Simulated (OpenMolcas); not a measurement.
# Cu²⁺ with 6 ligands (iodide): CASSCF and CASPT2 levels and susceptibility

Which state of Cu²⁺ lies lowest among these ligands, how large is the field, and what χT follows?

The numbers are computed with OpenMolcas 26.06 (state-averaged CASSCF and CASPT2, spin-orbit coupling by RASSI with atomic mean-field integrals), except any that are marked as measured or tabulated.

## (1) Starting point

| Quantity | Value |
| --- | --- |
| Species | Cu²⁺ (copper, Z = 29, 27 electrons) |
| Basis | ANO-RCC-VTZP [6s5p3d2f1g], 317 functions with the ligands |
| Scalar Hamiltonian | DKH2, point nucleus |
| Inactive shells | 1s 2s 2p 3s 3p of the metal, and all ligand shells |
| Active space | 9 electrons in 5 orbitals (3d) |
| Some configurations of this space | 3d⁹ |
| Orbitals | optimised for each spin and parity, averaged over all roots |

The outer shells:

3d9
```
3d [↑↓][↑↓][↑↓][↑↓][↑ ]
```

Cu²⁺ is taken with 6 ligands (iodide) in octahedron coordination (Oh) at 3.02 Å. A charge of +0.667 e stands 2.6 Å behind each ligand. Ligand basis ANO-RCC-VDZP. The distances are assumed, not relaxed.

```xyz
7

Cu    0.0000    0.0000    0.0000
I     3.0200    0.0000    0.0000
I     0.0000    3.0200    0.0000
I    -3.0200    0.0000    0.0000
I     0.0000   -3.0200    0.0000
I     0.0000    0.0000    3.0200
I     0.0000    0.0000   -3.0200
```

The work runs as a chain of OpenMolcas steps in one folder; each step below is one input file. Labels, J, g values, rates, χT and fits are worked out afterwards by a script from the matrices that RASSI stores. The input lists half of the charges; inversion (Group=XYZ) makes the rest.

## (2) Basis and integrals

a.inp

```
&GATEWAY
Coord
7

Cu 0.0 0.0 0.0
I 3.020000 0.000000 0.000000
I 0.000000 3.020000 0.000000
I -3.020000 0.000000 0.000000
I 0.000000 -3.020000 0.000000
I 0.000000 0.000000 3.020000
I 0.000000 0.000000 -3.020000
Basis=Cu.ANO-RCC-VTZP,I.ANO-RCC-VDZP
Group=XYZ
NoMove
AngMom=0.0 0.0 0.0
AMFI
RICD
XField
3 Angstrom 0
5.620000 0.000000 0.000000 0.666667
0.000000 5.620000 0.000000 0.666667
0.000000 0.000000 5.620000 0.666667
&SEWARD
```

On the command line:

```
$ OMP_NUM_THREADS=1 MOLCAS_MEM=2457 MOLCAS_PROJECT=a pymolcas a.inp > a.log
```

## (3) Reference wave functions, doublets of even parity, 5 roots

a.inp

```
&RASSCF
FileOrb=start.orb
Symmetry=1
Spin=2
nActEl=9 0 0
Inactive=84 87
Ras2=5 0
CIRoot=5 5 1
SDav=5
CIMx=300
Iter=150 100
PrWF=0.3
OrbListing=Nothing
MaxOrb=0
LevShft=1.0
>>> COPY $Project.JobIph JOB001
```

start.orb holds start orbitals that the driver prepared beforehand, or those of the step before.

## (4) RASSI: spin-orbit coupling between the states

a.inp

```
&RASSI
NrOfJobIphs=1 5
1 2 3 4 5
IphNames
JOB001
EJob
SpinOrbit
DIPRint=1.0
SOCoupling=1000.0
Subsets=2
Property=9
'ANGMOM' 1 'ANGMOM' 2 'ANGMOM' 3 'MLTPL  1' 1 'MLTPL  1' 2 'MLTPL  1' 3
'AMFI' 1 'AMFI' 2 'AMFI' 3
SOProperty=3
'ANGMOM' 1 'ANGMOM' 2 'ANGMOM' 3
```

## (5) CASPT2: IPEA 0.25, imaginary shift 0.1 (117 orbitals frozen, the lowest in energy)

a.inp

```
>>> COPY JOB001 $Project.JobIph
&CASPT2
Multistate=5 1 2 3 4 5
NoMult
Frozen=57 60
IPEA=0.25
Imaginary=0.1
MaxIter=60
WThr=0.0 0.3 0.05
PrWF=0.5
NoMix
```

(Steps that only read results are left out.)

Q: Predict the outcome of this session. Wanted: spin-free ground state; first state of the same spin within the active space; lowest level; next level.

As calculated:

```
                                            quantity                                                                                  value
                                              method  SS-CASPT2, IPEA 0.25, imaginary shift 0.1 (117 orbitals frozen, the lowest in energy)
                              spin-free ground state                                                         2E, 2-fold in its orbital part
first state of the same spin within the active space                                                                       2T2 at 2570 cm⁻¹
                                        lowest level                                                                              4-fold Γ8
                                          next level                                                                            2038.7 cm⁻¹
                                         χT at 300 K                                                                         0.87 cm³ K/mol
                           effective moment at 300 K                                                                                2.64 μB
```

Cost by method:

| method | time of its own steps | time with the reference |
| --- | --- | --- |
| A. CASSCF | 3.6 min | 3.6 min |
| B. SS-CASPT2, IPEA 0.25, imaginary shift 0.1 (117 orbitals frozen, the lowest in energy) | 3.7 min | 7.3 min |

Times are of one thread on a shared host.

The spin-free ground state (2E) comes to 100 % from free-ion D terms and keeps the highest spin of the shell. χT at 300 K is 0.87, against 0.38 cm³ K/mol for the spin alone, so orbital moment adds to it. A ligand-field fit to the states below 45000 cm-1 gives 10Dq = 2573 cm-1, the gap between the two states. An orbital doublet at a regular site is open to a Jahn-Teller distortion, which this geometry leaves out. The frozen orbitals are chosen by energy, so an outer shell of the metal can be frozen while a deeper shell elsewhere is correlated. The bonds are covalent and no ligand orbital is active, so the numbers are rough. With one d shell, CASPT2 may overshoot the field of a late 3d ion.
